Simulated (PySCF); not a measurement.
# C4H8O3S: NMR shifts and electronic excitations in gas and solvents, part 2 of 2

PySCF 2.14.0. Atoms count from 0.

**5. Excited states and response: PBE0/def2-SVPD**

The job: settings as JSON, then the geometry in Å.

```
{"job": {"kind": "uv", "xc": "PBE0", "basis": "def2-SVPD", "dynamic": true, "nstates": 6, "ntriplets": 0}, "charge": 0, "multiplicity": 1}
C      1.552638     0.400885    -0.594753
S      0.797178     0.774836     0.980620
O      0.920395     2.213717     1.195482
O      1.309435    -0.183632     1.956196
C     -0.952066     0.417383     0.796630
C     -1.625175     0.957117    -0.463315
O     -1.642290    -0.345036    -1.043782
C     -1.282559    -0.948431     0.198062
H      1.389292    -0.649708    -0.861814
H      2.620866     0.587081    -0.418986
H      1.173102     1.079540    -1.367173
H     -1.361394     0.686333     1.781029
H     -2.640069     1.351790    -0.277997
H     -1.064109     1.698023    -1.056766
H     -0.452436    -1.669586     0.114040
H     -2.135096    -1.448934     0.690165
```

Level: TDDFT PBE0/def2-SVPD, vertical, gas phase, core orbitals frozen in the response.

The program printed:

```text
coarse grid: 14192 points
cycle   1  E = -779.6901491940  dE =  1.766e+00  |g| = 1.168e+00  |ddm| = 5.941e+00
cycle   2  E = -778.9381611137  dE =  7.520e-01  |g| = 2.300e+00  |ddm| = 4.420e+00
cycle   3  E = -779.9480060076  dE = -1.010e+00  |g| = 1.776e-01  |ddm| = 3.207e+00
cycle   4  E = -779.9536294721  dE = -5.623e-03  |g| = 9.718e-02  |ddm| = 3.753e-01
cycle   5  E = -779.9555459411  dE = -1.916e-03  |g| = 2.512e-02  |ddm| = 1.328e-01
cycle   6  E = -779.9556644811  dE = -1.185e-04  |g| = 5.521e-03  |ddm| = 4.147e-02
cycle   7  E = -779.9556702806  dE = -5.799e-06  |g| = 8.378e-04  |ddm| = 1.008e-02
final grid: 133184 points
cycle   8  E = -780.0640662538  dE = -4.060e-05  |g| = 1.436e-02  |ddm| = 1.754e-01
cycle   9  E = -780.0640049292  dE =  6.132e-05  |g| = 2.266e-02  |ddm| = 5.261e-02
cycle  10  E = -780.0641088333  dE = -1.039e-04  |g| = 2.504e-03  |ddm| = 3.021e-02
cycle  11  E = -780.0641100838  dE = -1.250e-06  |g| = 3.421e-04  |ddm| = 3.711e-03
cycle  12  E = -780.0641101005  dE = -1.673e-08  |g| = 1.867e-04  |ddm| = 9.142e-04
cycle  13  E = -780.0641101069  dE = -6.416e-09  |g| = 5.080e-05  |ddm| = 2.958e-04
cycle  14  E = -780.0641101074  dE = -5.268e-10  |g| = 1.394e-05  |ddm| = 1.200e-04
converged SCF energy = -780.0641101074

Static polarisability (au): isotropic 75.504, principal 71.463 74.705 80.344

Singlet excitations
state   eV       nm        f      main configurations
  1   6.9904    177.4   0.00037   H->L 0.72, H->L+2 0.17
  2   7.3294    169.2   0.00403   H->L+2 0.51, H->L 0.23, H->L+1 0.19
  3   7.4492    166.4   0.02447   H->L+1 0.72, H->L+2 0.23
  4   7.7234    160.5   0.00084   H->L+3 0.95
  5   7.8004    158.9   0.02532   H-1->L 0.25, H->L+4 0.24, H-1->L+2 0.24
  6   7.9350    156.2   0.02643   H-1->L 0.69, H-1->L+2 0.10
```

It took 43 s on 1 thread of Arm Neoverse V2, shared host; peak memory 0.99 GiB.

Frontier orbitals and where they lie:

| orbital | eV | atoms |
| --- | --- | --- |
| HOMO−3 | -9.36 | O2 39 %, O3 39 %, S1 9 % |
| HOMO−2 | -8.88 | O3 43 %, O2 43 %, S1 6 % |
| HOMO−1 | -8.74 | O6 24 %, O3 20 %, O2 20 % |
| HOMO | -8.02 | O6 38 %, C5 8 %, C7 8 % |
| LUMO | 0.21 | S1 14 %, C0 10 %, C5 9 % |
| LUMO+1 | 0.56 | S1 21 %, H11 14 %, C4 10 % |
| LUMO+2 | 0.63 | S1 22 %, O6 12 %, C5 9 % |

With each of the 6 states as a Gaussian band of 0.4 eV half-width at 1/e, the curve within the window shown has maxima at 160 nm (ε 2,500) L/(mol cm). Beyond the last state computed it falls off for lack of states. The curve at chosen wavelengths:

nm, ε (L/mol/cm) and a bar:
```
      151        953 ###########
      153       1448 #################
      154       1697 ####################
      156       2135 #########################
      158       2422 #############################
      160       2525 ##############################
      161       2512 ##############################
      163       2381 ############################
      165       2153 ##########################
      166       2015 ########################
      168       1710 ####################
      170       1390 ################
      172       1076 #############
      173        929 ###########
      175        666 ########
      177        453 #####
      179        293 ###
      180        232 ###
      182        140 ##
      184         81 #
      185         61 #
      187         34 
      189         18 
      191         10 
      192          7 
      194          4
```

Ground-state properties from the same run:

| property | computed |
| --- | --- |
| dipole moment (D) | 3.22 |
| polarisability (Å³) | 11.19 |
| HOMO–LUMO gap (eV) | 8.23 |
| −ε(HOMO) (eV) | 8.02 |
| C6 with itself (au) | 2646 |

**6. Ultraviolet spectrum: PBE0/def2-SVPD in acetonitrile**

Same as in step 5 but for these lines:

```diff
@@ -1,2 +1,2 @@
-{"job": {"kind": "uv", "xc": "PBE0", "basis": "def2-SVPD", "dynamic": true, "nstates": 6, "ntriplets": 0}, "charge": 0, "multiplicity": 1}
+{"job": {"kind": "uv", "xc": "PBE0", "basis": "def2-SVPD", "solvent": "acetonitrile", "nstates": 6, "ntriplets": 0}, "charge": 0, "multiplicity": 1}
 C      1.552638     0.400885    -0.594753
```

Level: TDDFT PBE0/def2-SVPD, vertical, IEF-PCM acetonitrile (non-equilibrium linear response), core orbitals frozen in the response.

The program printed:

```text
coarse grid: 14192 points
cycle   1  E = -779.7281552107  dE =  1.729e+00  |g| = 1.143e+00  |ddm| = 5.944e+00
cycle   2  E = -779.1605323377  dE =  5.676e-01  |g| = 2.070e+00  |ddm| = 4.091e+00
cycle   3  E = -779.9710102564  dE = -8.105e-01  |g| = 1.410e-01  |ddm| = 2.826e+00
cycle   4  E = -779.9746016541  dE = -3.591e-03  |g| = 7.406e-02  |ddm| = 2.897e-01
cycle   5  E = -779.9757542639  dE = -1.153e-03  |g| = 1.767e-02  |ddm| = 1.018e-01
cycle   6  E = -779.9758099893  dE = -5.573e-05  |g| = 4.640e-03  |ddm| = 2.933e-02
cycle   7  E = -779.9758140473  dE = -4.058e-06  |g| = 5.761e-04  |ddm| = 7.924e-03
final grid: 133184 points
cycle   8  E = -780.0841544324  dE = -4.073e-05  |g| = 1.421e-02  |ddm| = 1.724e-01
cycle   9  E = -780.0841015376  dE =  5.289e-05  |g| = 2.174e-02  |ddm| = 5.189e-02
cycle  10  E = -780.0841963664  dE = -9.483e-05  |g| = 2.129e-03  |ddm| = 2.888e-02
cycle  11  E = -780.0841972839  dE = -9.176e-07  |g| = 2.762e-04  |ddm| = 3.281e-03
cycle  12  E = -780.0841972945  dE = -1.062e-08  |g| = 1.620e-04  |ddm| = 8.169e-04
cycle  13  E = -780.0841972993  dE = -4.811e-09  |g| = 3.916e-05  |ddm| = 2.377e-04
cycle  14  E = -780.0841972997  dE = -3.104e-10  |g| = 7.456e-06  |ddm| = 9.668e-05
converged SCF energy = -780.0841972997

Static polarisability (au): isotropic 101.324, principal 97.070 102.817 104.084

Singlet excitations
state   eV       nm        f      main configurations
  1   7.0509    175.8   0.00051   H->L+1 0.91
  2   7.2247    171.6   0.00219   H->L 0.93
  3   7.5901    163.3   0.03575   H->L+2 0.91
  4   7.6956    161.1   0.00048   H->L+3 0.94
  5   7.8715    157.5   0.00176   H-1->L 0.31, H->L+5 0.25, H-1->L+1 0.17
  6   8.1040    153.0   0.09583   H->L+4 0.48, H-1->L 0.42
```

Run time: 35 s. Hardware: 1 thread of Arm Neoverse V2, shared host; peak memory 1.1 GiB.

Key values: HOMO -7.73 eV, LUMO 0.50 eV; lowest singlet 7.05 eV.

**7. TDDFT and polarisability: PBE0/def2-SVPD in benzene**

Same as in step 6 but for these lines:

```diff
@@ -1,2 +1,2 @@
-{"job": {"kind": "uv", "xc": "PBE0", "basis": "def2-SVPD", "solvent": "acetonitrile", "nstates": 6, "ntriplets": 0}, "charge": 0, "multiplicity": 1}
+{"job": {"kind": "uv", "xc": "PBE0", "basis": "def2-SVPD", "solvent": "benzene", "nstates": 6, "ntriplets": 0}, "charge": 0, "multiplicity": 1}
 C      1.552638     0.400885    -0.594753
```

With the program's defaults for keys left out, this is: TDDFT PBE0/def2-SVPD, vertical, IEF-PCM benzene (non-equilibrium linear response), core orbitals frozen in the response.

The program printed:

```text
coarse grid: 14192 points
cycle   1  E = -779.7091798320  dE =  1.748e+00  |g| = 1.155e+00  |ddm| = 5.943e+00
cycle   2  E = -779.0598836302  dE =  6.493e-01  |g| = 2.176e+00  |ddm| = 4.222e+00
cycle   3  E = -779.9590651733  dE = -8.992e-01  |g| = 1.574e-01  |ddm| = 2.989e+00
cycle   4  E = -779.9635382397  dE = -4.473e-03  |g| = 8.393e-02  |ddm| = 3.271e-01
cycle   5  E = -779.9649927382  dE = -1.454e-03  |g| = 2.094e-02  |ddm| = 1.142e-01
cycle   6  E = -779.9650731864  dE = -8.045e-05  |g| = 5.034e-03  |ddm| = 3.473e-02
cycle   7  E = -779.9650779666  dE = -4.780e-06  |g| = 6.970e-04  |ddm| = 8.847e-03
final grid: 133184 points
cycle   8  E = -780.0734498815  dE = -4.072e-05  |g| = 1.429e-02  |ddm| = 1.742e-01
cycle   9  E = -780.0733928626  dE =  5.702e-05  |g| = 2.221e-02  |ddm| = 5.216e-02
cycle  10  E = -780.0734922153  dE = -9.935e-05  |g| = 2.307e-03  |ddm| = 2.945e-02
cycle  11  E = -780.0734932859  dE = -1.071e-06  |g| = 3.054e-04  |ddm| = 3.501e-03
cycle  12  E = -780.0734932990  dE = -1.309e-08  |g| = 1.730e-04  |ddm| = 8.611e-04
cycle  13  E = -780.0734933045  dE = -5.506e-09  |g| = 4.357e-05  |ddm| = 2.620e-04
cycle  14  E = -780.0734933049  dE = -3.899e-10  |g| = 8.591e-06  |ddm| = 1.061e-04
converged SCF energy = -780.0734933049

Static polarisability (au): isotropic 85.815, principal 81.406 85.598 90.443

Singlet excitations
state   eV       nm        f      main configurations
  1   7.0259    176.5   0.00059   H->L 0.49, H->L+1 0.45
  2   7.2967    169.9   0.00232   H->L 0.47, H->L+1 0.46
  3   7.5082    165.1   0.03846   H->L+2 0.94
  4   7.7203    160.6   0.00050   H->L+3 0.95
  5   7.8594    157.8   0.00347   H-1->L+1 0.44, H->L+4 0.25, H->L+5 0.17
  6   8.0437    154.1   0.09815   H-1->L 0.86, H->L+4 0.09
```

Wall time 34 s (1 thread of Arm Neoverse V2, shared host); peak memory 1.1 GiB.

This run: HOMO -7.87 eV, LUMO 0.42 eV; lowest singlet 7.03 eV.

**8. Comparing the runs: NMR shifts**

Shifts (ppm) of some atoms, chosen among heavy atoms and hydrogens apart, means over like atoms, with basis size and wall time:

| run | C5 | C4 | C0 | H11 | H8 | S1 | O2 | functions | time |
| --- | --- | --- | --- | --- | --- | --- | --- | --- | --- |
| PBE0/pcSseg-1 in acetonitrile | 74.1 | 65.6 | 38.5 | 3.84 | 3.19 | 319 | 205.8 | 183 | 21 s |
| PBE0/pcSseg-1 in benzene | 73.4 | 64.3 | 37.6 | 3.62 | 3.01 | 314 | 211.1 | 183 | 19 s |

The continuum's effect on the ground state:

| solvent | ε | polarisation energy (Eh) | μ (D) |
| --- | --- | --- | --- |
| benzene | 2.27 | -0.0099 | 3.35 |
| acetonitrile | 35.69 | -0.0226 | 3.78 |

**9. Comparing the runs: electronic excitations**

Excitations and ground-state properties, with basis size and wall time:

| run | lowest singlet (eV) | brightest (eV) | f | gap (eV) | α (Å³) | μ (D) | functions | time |
| --- | --- | --- | --- | --- | --- | --- | --- | --- |
| PBE0/def2-SVPD | 6.99 | 7.93 | 0.026 | 8.23 | 11.19 | 3.22 | 240 | 43 s |
| PBE0/def2-SVPD in acetonitrile | 7.05 | 8.10 | 0.096 | 8.23 | 15.01 | 4.20 | 240 | 35 s |
| PBE0/def2-SVPD in benzene | 7.03 | 8.04 | 0.098 | 8.29 | 12.72 | 3.67 | 240 | 34 s |

The continuum's effect on the ground state:

| solvent | ε | polarisation energy (Eh) | μ (D) |
| --- | --- | --- | --- |
| benzene | 2.27 | -0.0101 | 3.67 |
| acetonitrile | 35.69 | -0.0235 | 4.20 |

**10. What came out**

This closing draws on all 2 parts.

| quantity | value |
| --- | --- |
| rotational constants (main isotopes) | 3.13, 1.38, 1.32 GHz |
| 13C shifts against TMS (PBE0/pcSseg-1, acetonitrile, means over atoms taken as alike) | 74.1, 65.6, 38.5 ppm |
| 1H shifts against TMS (PBE0/pcSseg-1, acetonitrile, means over atoms taken as alike) | 5.26, 4.56, 3.84, 3.19 ppm |
| 33S shifts against CS2 (PBE0/pcSseg-1, acetonitrile) | 319 ppm |
| 17O shifts against H2O (PBE0/pcSseg-1, acetonitrile, means over atoms taken as alike) | 205.8, 19.7 ppm |
| lowest singlet (PBE0/def2-SVPD) | 6.99 eV (177 nm), f = 0.000 |
| brightest single state of those computed | state 6, 7.93 eV, f = 0.026 |
| range of the shift of O2 | 205.8 to 211.1 ppm |
| range of the lowest singlet | 6.99 to 7.05 eV |

In words: The optimisation took 14 steps and gained 0.231 eV; among the close pairs (by a distance rule), C0–H8 changed most, from 1.046 to 1.096 Å. No frequency check was run at this level, so the end point may be a saddle. At PBE0/pcSseg-1: Shielding is most anisotropic at S1 (span 275 ppm, paramagnetic term -876 ppm). The first singlet state (HOMO→LUMO 0.72, HOMO→LUMO+2 0.17) lies at 6.99 eV and is dark; of the 6 states computed, the strongest absorption comes from state 6 at 7.93 eV (the last computed, so partners may be missing). In ppm, O2 (with its like atoms) moves most: its shift spreads over 5.3 ppm, from 205.8 (PBE0/pcSseg-1 in acetonitrile) to 211.1 (PBE0/pcSseg-1 in benzene). The continuum holds electrostatics alone: no hydrogen bonds to the solvent, and the gas-phase geometry is kept. The lowest singlet runs from 6.99 eV (PBE0/def2-SVPD) to 7.05 eV (PBE0/def2-SVPD in acetonitrile), while the orbital gap spans 8.23 to 8.29 eV. The lowest state need not be the same one in every run.
